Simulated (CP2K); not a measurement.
# NbCu (Fm-3m) in CP2K: reference runs

Aim: a first look at NbCu with PBE, on the cell as given and on a disturbed one.

All numbers are computed with CP2K 2026.2; they aren't measurements. Logs are shortened: lines on timing, memory, paths and dates and some standing lists are left out, and cuts for length are marked.

## (1) The structure

The structure is cubic, space group Fm-3m (No. 225). The conventional cell has a = 5.124 Å, b = 5.124 Å, c = 5.124 Å, α = 90.00°, β = 90.00°, γ = 90.00°. Nb (site symmetry m-3m) has 6 Cu at 2.56 Å as nearest neighbours. Around Cu (site symmetry m-3m) lie 6 Nb at 2.56 Å.

The cell was built by a generator and needn't be a form met in nature.

## (2) Single point, PBE

nbcu_scf.inp

```
&GLOBAL
  PROJECT nbcu_scf
  RUN_TYPE ENERGY_FORCE
  PRINT_LEVEL LOW
&END GLOBAL
&FORCE_EVAL
  METHOD QS
  STRESS_TENSOR ANALYTICAL
  &DFT
    BASIS_SET_FILE_NAME BASIS_MOLOPT_UZH
    POTENTIAL_FILE_NAME POTENTIAL_UZH
    &MGRID
      CUTOFF 450
      REL_CUTOFF 60
      NGRIDS 4
    &END MGRID
    &QS
      METHOD GPW
      EPS_DEFAULT 1.0E-10
    &END QS
    &KPOINTS
      SCHEME MONKHORST-PACK 9 9 9
      GAMMA_CENTERED T
      SYMMETRY T
      SYMMETRY_BACKEND SPGLIB
    &END KPOINTS
    &SCF
      SCF_GUESS ATOMIC
      EPS_SCF 1.0E-6
      MAX_SCF 100
      ADDED_MOS 16
      CHOLESKY OFF
      EPS_EIGVAL 1.0E-7
      &DIAGONALIZATION ON
        ALGORITHM STANDARD
      &END DIAGONALIZATION
      &MIXING ON
        METHOD BROYDEN_MIXING
        ALPHA 0.4
        BETA 1.5
        NBUFFER 8
      &END MIXING
      &SMEAR ON
        METHOD FERMI_DIRAC
        ELECTRONIC_TEMPERATURE [K] 580.226
      &END SMEAR
    &END SCF
    &XC
      &XC_FUNCTIONAL PBE
      &END XC_FUNCTIONAL
    &END XC
    &PRINT
      &KPOINTS ON
      &END KPOINTS
      &MULLIKEN ON
      &END MULLIKEN
      &MO ON
        ENERGIES T
        OCCUPATION_NUMBERS T
        &EACH
          QS_SCF 0
        &END EACH
        ADD_LAST NUMERIC
      &END MO
      &LOWDIN ON
      &END LOWDIN
      &HIRSHFELD ON
        SHAPE_FUNCTION DENSITY
      &END HIRSHFELD
      &E_DENSITY_CUBE ON
        STRIDE 1
      &END E_DENSITY_CUBE
      &V_HARTREE_CUBE ON
        STRIDE 1
      &END V_HARTREE_CUBE
      &ELF_CUBE ON
        STRIDE 1
      &END ELF_CUBE
    &END PRINT
  &END DFT
  &SUBSYS
    &CELL
      ABC 3.6235121316 3.6235121316 3.6235121316
      ALPHA_BETA_GAMMA 60.0000000000 60.0000000000 60.0000000001
      PERIODIC XYZ
    &END CELL
    &COORD
      SCALED
      Nb  0.0000000000 0.0000000000 0.0000000000
      Cu  0.5000000000 0.5000000000 0.5000000000
    &END COORD
    &KIND Nb
      BASIS_SET TZVP-MOLOPT-PBE-GTH-q13
      POTENTIAL GTH-PBE-q13
    &END KIND
    &KIND Cu
      BASIS_SET TZVP-MOLOPT-PBE-GTH-q11
      POTENTIAL GTH-PBE-q11
    &END KIND
    &PRINT
      &ATOMIC_COORDINATES ON
      &END ATOMIC_COORDINATES
      &CELL ON
      &END CELL
    &END PRINT
  &END SUBSYS
  &PRINT
    &FORCES ON
    &END FORCES
    &STRESS_TENSOR ON
    &END STRESS_TENSOR
  &END PRINT
&END FORCE_EVAL
```

Potentials or basis: POTENTIAL_UZH Nb GTH-PBE-q13, Cu GTH-PBE-q11; TZVP-MOLOPT-PBE-GTH basis.

The run is started by

```bash
OMP_NUM_THREADS=1 cp2k.psmp -i nbcu_scf.inp -o nbcu_scf.out
```

nbcu_scf.out:

```text

 CP2K| version string:                                       CP2K version 2026.2
 CP2K| Input file name                                              nbcu_scf.inp

 GLOBAL| Force Environment number                                              1
 GLOBAL| Basis set file name                                    BASIS_MOLOPT_UZH
 GLOBAL| Potential file name                                       POTENTIAL_UZH
 GLOBAL| MM Potential file name                                     MM_POTENTIAL
 GLOBAL| Coordinate file name                                      __STD_INPUT__
 GLOBAL| Method name                                                        CP2K
 GLOBAL| Project name                                                   nbcu_scf
 GLOBAL| Run type                                                   ENERGY_FORCE
 GLOBAL| FFT library                                                       FFTW3
[... 6 lines left out ...]
 GLOBAL| Total number of message passing processes                             1
 GLOBAL| Number of threads for this process                                    1
 GLOBAL| CPU model name                                                  UNKNOWN

 CELL| Volume [angstrom^3]:                                            33.641408
 CELL| Vector a [angstrom]:       3.624     0.000     0.000   |a| =     3.623512
 CELL| Vector b [angstrom]:       1.812     3.138     0.000   |b| =     3.623512
 CELL| Vector c [angstrom]:       1.812     1.046     2.959   |c| =     3.623512
 CELL| Angle (b,c), alpha [degree]:                                    60.000000
 CELL| Angle (a,c), beta  [degree]:                                    60.000000
 CELL| Angle (a,b), gamma [degree]:                                    60.000000
 CELL| Numerically orthorhombic:                                              NO
 CELL| Periodicity                                                           XYZ

 CELL_REF| Volume [angstrom^3]:                                        33.641408
 CELL_REF| Vector a [angstrom     3.624     0.000     0.000   |a| =     3.623512
 CELL_REF| Vector b [angstrom     1.812     3.138     0.000   |b| =     3.623512
 CELL_REF| Vector c [angstrom     1.812     1.046     2.959   |c| =     3.623512
 CELL_REF| Angle (b,c), alpha [degree]:                                60.000000
 CELL_REF| Angle (a,c), beta  [degree]:                                60.000000
 CELL_REF| Angle (a,b), gamma [degree]:                                60.000000
 CELL_REF| Numerically orthorhombic:                                          NO
 CELL_REF| Periodicity                                                       XYZ
[... 10 lines left out ...]

  Total number of            - Atomic kinds:                                   2
                             - Atoms:                                          2
                             - Shell sets:                                     2
                             - Shells:                                        21
                             - Primitive Cartesian functions:                 12
                             - Cartesian basis functions:                     81
                             - Spherical basis functions:                     69

  Maximum angular momentum of- Orbital basis functions:                        3
                             - Local part of the GTH pseudopotential:          2
                             - Non-local part of the GTH pseudopotential:      4

 MODULE QUICKSTEP: ATOMIC COORDINATES IN ANGSTROM

   Atom Kind Element         X             Y             Z       Z(eff)     Mass
      1    1 Nb   41      0.000000      0.000000      0.000000  13.0000  92.9064
      2    2 Cu   29      3.623512      2.092036      1.479293  11.0000  63.5460

 SCF PARAMETERS         Density guess:                                    ATOMIC
[... 9 lines left out ...]
                        --------------------------------------------------------
                        level_shift [a.u.]:                             0.000000
                        added MOs                                        16    0
                        --------------------------------------------------------
                        Mixing method:                            BROYDEN_MIXING
                                                charge density mixing in g-space
                        --------------------------------------------------------
                        Smear method:                                FERMI_DIRAC
                        Electronic temperature [K]:                        580.2
                        Electronic temperature [a.u.]:                  1.84E-03
                        Accuracy threshold:                             1.00E-10
                        --------------------------------------------------------
                        No outer SCF

 *******************************************************************************
                                    Kpoints
 *******************************************************************************
[... 43 lines left out ...]
 BRILLOUIN|    34           0.00823       -0.11111       -0.11111        0.00000
 BRILLOUIN|    35           0.00137        0.00000        0.00000        0.00000
 *******************************************************************************

 Extrapolation method: initial_guess

 Number of electrons:                                                         24
 Number of occupied orbitals:                                                 12
 Number of molecular orbitals:                                                28

 Number of orbital functions:                                                 69
 Number of independent orbital functions:                                     69

 SCF WAVEFUNCTION OPTIMIZATION

  Step     Update method      Time    Convergence         Total energy    Change
  ------------------------------------------------------------------------------
     1 NoMix/Diag. 0.40E+00   11.2     0.92399755      -104.5425127361 -1.05E+02
     2 Broy./Diag. 0.40E+00    9.2     0.12441594      -105.0511273003 -5.09E-01
     3 Broy./Diag. 0.40E+00    9.2     0.07695889      -105.2324122383 -1.81E-01
     4 Broy./Diag. 0.40E+00    9.3     0.06339295      -104.7423815842  4.90E-01
     5 Broy./Diag. 0.40E+00    9.2     0.04072963      -104.2327377657  5.10E-01
     6 Broy./Diag. 0.40E+00    9.2     0.02755988      -104.4227691734 -1.90E-01
     7 Broy./Diag. 0.40E+00    9.3     0.00966316      -104.3606191791  6.21E-02
     8 Broy./Diag. 0.40E+00    9.2     0.00270363      -104.3726475959 -1.20E-02
     9 Broy./Diag. 0.40E+00    9.2     0.00054631      -104.3665351995  6.11E-03
    10 Broy./Diag. 0.40E+00    9.2     0.00026029      -104.3653815479  1.15E-03
    11 Broy./Diag. 0.40E+00    9.2     0.00012446      -104.3645055878  8.76E-04
    12 Broy./Diag. 0.40E+00    9.2     0.00001339      -104.3641050775  4.01E-04
    13 Broy./Diag. 0.40E+00    9.2     0.00002513      -104.3641297771 -2.47E-05
    14 Broy./Diag. 0.40E+00    9.2     0.00000039      -104.3641223880  7.39E-06

  *** SCF run converged in    14 steps ***

  Electronic density on regular grids:        -23.9999999842        0.0000000158
  Core density on regular grids:               23.9999999978       -0.0000000022
  Total charge density on r-space grids:        0.0000000136
  Total charge density g-space grids:           0.0000000136

  Overlap energy of the core charge distribution:               0.00000000090233
  Self energy of the core charge distribution:               -167.87233422020745
  Core Hamiltonian energy:                                     45.37100124256089
  Hartree energy:                                              32.60060926206665
  Exchange-correlation energy:                                -14.46249240923980
  Electronic entropic energy:                                  -0.00090626418147
  Fermi energy:                                                 0.35618751579345

  Total energy:                                              -104.36412238797790
  Total energy (extrapolated to T->0):                       -104.36366925588717

 MO| EIGENVALUES AND OCCUPATION NUMBERS FOR K POINT 1
 MO|
 MO|  Index      Eigenvalue [a.u.]        Eigenvalue [eV]             Occupation
 MO|      1              -1.666638             -45.351533               2.000000
 MO|      2              -0.791954             -21.550167               2.000000
 MO|      3              -0.786111             -21.391177               2.000000
 MO|      4              -0.786111             -21.391163               2.000000
 MO|      5               0.209057               5.688725               2.000000
 MO|      6               0.219655               5.977119               2.000000
[... 462 lines left out ...]
 MO|     27               1.318572              35.880162               0.000000
 MO|     28               1.448719              39.421653               0.000000
 MO| Sum:                                                              23.999623
 MO| E(Fermi):            0.356188 a.u.          9.692355 eV

 [... the levels of further k-points ...]

 The electron density is written in Cube    file format to the file:

 nbcu_scf-ELECTRON_DENSITY-1_0.cube

 !-----------------------------------------------------------------------------!
                     Mulliken Population Analysis

 #  Atom  Element  Kind  Atomic population                           Net charge
       1     Nb       1         12.202713                              0.797287
       2     Cu       2         11.797287                             -0.797287
 # Total charge                             24.000000                 -0.000000

 !-----------------------------------------------------------------------------!

 !-----------------------------------------------------------------------------!
                           Hirshfeld Charges

  #Atom  Element  Kind  Ref Charge     Population                    Net charge
      1       Nb     1      13.000         12.727                         0.273
      2       Cu     2      11.000         11.273                        -0.273

  Total Charge                                                            0.000
 !-----------------------------------------------------------------------------!

 LOWDIN POPULATION ANALYSIS

 #  Atom  Element  Kind  Atomic population                           Net charge
       1     Nb       1         12.441749                              0.558251
       2     Cu       2         11.558251                             -0.558251
 # Total charge                             24.000000                 -0.000000

               ----- ELF is computed on the real space grid -----

 ELF is written in Cube    file format to the file:

 nbcu_scf-ELF_S1-1_0.cube

 ENERGY| Total FORCE_EVAL ( QS ) energy [hartree]           -104.364119030840726

 FORCES| Atomic forces [hartree/bohr]
 FORCES|   Atom     x               y               z               |f|
 FORCES|      1 -1.63894782E-13  1.59828458E-14 -7.21802473E-14   1.79796938E-13
 FORCES|      2  2.50542775E-16 -1.15131970E-14 -6.03770153E-17   1.15160811E-14
 FORCES| Sum    -1.63644239E-13  4.46964880E-15 -7.22406243E-14
 FORCES| Total atomic force                                       1.78936085E-13

 STRESS| Analytical stress tensor [bar]
 STRESS|                        x                   y                   z
 STRESS|      x        1.32955381933E+04  -2.30559725564E+01  -1.63717062120E+01
 STRESS|      y       -2.30559725564E+01   1.33222458243E+04  -9.42074934612E+00
 STRESS|      z       -1.63717062120E+01  -9.42074934612E+00   1.33290392979E+04
 STRESS| 1/3 Trace                                             1.33156077718E+04
 STRESS| Determinant                                           2.36091327855E+12

 STRESS| Eigenvectors and eigenvalues of the analytical stress tensor [bar]
 STRESS|                        1                   2                   3
 STRESS| Eigenvalues   1.32755747523E+04   1.33355349884E+04   1.33357135747E+04
 STRESS|      x           0.816927559470     -0.476198856412     -0.325367502573
 STRESS|      y           0.470811150540      0.876471143609     -0.100673705346
 STRESS|      z           0.333115930430     -0.070943523824      0.940213163767
```

Run time: 2.9 min. Hardware: 1 thread of Arm Neoverse V1, shared host; peak memory 0.43 GiB.

What came out:

| Property | Result |
| --- | --- |
| Free energy | -2839.8921 eV |
| Pressure | 1.3 GPa |
| Band gap on the k mesh | none (metal or under the smearing width) |
| Mulliken charges | Nb +0.80; Cu -0.80 e |
| Hirshfeld charges | Nb +0.27; Cu -0.27 e |

Caveat: Mulliken charges move with the basis; the basis of atomic orbitals isn't converged, which shifts pressures, moduli and gaps.

## (3) Single point, PBE (atoms moved at random, drawn with an rms of 0.05 Å)

Changes to nbcu_scf.inp since step 2:

```diff
@@ -69,11 +69,2 @@
       &END HIRSHFELD
-      &E_DENSITY_CUBE ON
-        STRIDE 1
-      &END E_DENSITY_CUBE
-      &V_HARTREE_CUBE ON
-        STRIDE 1
-      &END V_HARTREE_CUBE
-      &ELF_CUBE ON
-        STRIDE 1
-      &END ELF_CUBE
     &END PRINT
@@ -82,4 +73,5 @@
     &CELL
-      ABC 3.6235121316 3.6235121316 3.6235121316
-      ALPHA_BETA_GAMMA 60.0000000000 60.0000000000 60.0000000001
+      A 3.6235121316 0.0000000000 0.0000000000
+      B 1.8117560658 3.1380535569 0.0000000000
+      C 1.8117560658 1.0460178523 2.9585852664
       PERIODIC XYZ
@@ -88,4 +80,4 @@
       SCALED
-      Nb  0.0000000000 0.0000000000 0.0000000000
-      Cu  0.5000000000 0.5000000000 0.5000000000
+      Nb  -0.0043120000 -0.0053600000 0.0038480000
+      Cu  0.4939340000 0.4882300000 0.5027310000
     &END COORD
```

Potentials or basis: POTENTIAL_UZH Nb GTH-PBE-q13, Cu GTH-PBE-q11; TZVP-MOLOPT-PBE-GTH basis.

The run is started by

```bash
OMP_NUM_THREADS=1 cp2k.psmp -i nbcu_scf.inp -o nbcu_scf.out
```

nbcu_scf.out:

```text

 CP2K| version string:                                       CP2K version 2026.2
 CP2K| Input file name                                              nbcu_scf.inp

 GLOBAL| Force Environment number                                              1
 GLOBAL| Basis set file name                                    BASIS_MOLOPT_UZH
 GLOBAL| Potential file name                                       POTENTIAL_UZH
 GLOBAL| MM Potential file name                                     MM_POTENTIAL
 GLOBAL| Coordinate file name                                      __STD_INPUT__
 GLOBAL| Method name                                                        CP2K
 GLOBAL| Project name                                                   nbcu_scf
 GLOBAL| Run type                                                   ENERGY_FORCE
 GLOBAL| FFT library                                                       FFTW3
 GLOBAL| Diagonalization library                                       ScaLAPACK
 GLOBAL| Cholesky decomposition library                                ScaLAPACK
 GLOBAL| DGEMM library                                                      BLAS
 GLOBAL| Direct generalized diagonalization requested                          F
[... 680 lines left out ...]
 #  Atom  Element  Kind  Atomic population                           Net charge
       1     Nb       1         12.441804                              0.558196
       2     Cu       2         11.558196                             -0.558196
 # Total charge                             24.000000                  0.000000

 ENERGY| Total FORCE_EVAL ( QS ) energy [hartree]           -104.363968449557731

 FORCES| Atomic forces [hartree/bohr]
 FORCES|   Atom     x               y               z               |f|
 FORCES|      1 -2.05041467E-03 -2.18523992E-03 -3.39519649E-04   3.01574990E-03
 FORCES|      2  2.03106975E-03  1.14052252E-03 -8.35889243E-04   2.47482258E-03
 FORCES| Sum    -1.93449251E-05 -1.04471740E-03 -1.17540889E-03
 FORCES| Total atomic force                                       1.57270300E-03

 STRESS| Analytical stress tensor [bar]
 STRESS|                        x                   y                   z
 STRESS|      x        1.35881712322E+04  -7.74783842701E+01  -4.42460497106E+02
 STRESS|      y       -7.74783842701E+01   1.37622000622E+04   1.90416726978E+01
 STRESS|      z       -4.42460497106E+02   1.90416726978E+01   1.39189673563E+04
 STRESS| 1/3 Trace                                             1.37564462169E+04
 STRESS| Determinant                                           2.60010905641E+12

 STRESS| Eigenvectors and eigenvalues of the analytical stress tensor [bar]
 STRESS|                        1                   2                   3
 STRESS| Eigenvalues   1.32754324046E+04   1.37603365343E+04   1.42335697118E+04
 STRESS|      x           0.820641771741     -0.017083711415     -0.571187560508
 STRESS|      y           0.108674744070      0.985976912045      0.126646472178
 STRESS|      z           0.561014155326     -0.166005047267      0.810990407962
```

It took 3.8 min on 1 thread of Arm Neoverse V1, shared host; peak memory 0.53 GiB.

What came out:

| Item | Value |
| --- | --- |
| Free energy | -2839.8880 eV |
| Pressure | 1.4 GPa |
| Band gap on the k mesh | none (metal or under the smearing width) |
| Mulliken charges | Nb +0.80; Cu -0.80 e |
| Hirshfeld charges | Nb +0.27; Cu -0.27 e |

Caveat: Mulliken charges move with the basis; the magnetic or orbital state may not be the lowest; the basis of atomic orbitals isn't converged, which shifts pressures, moduli and gaps.
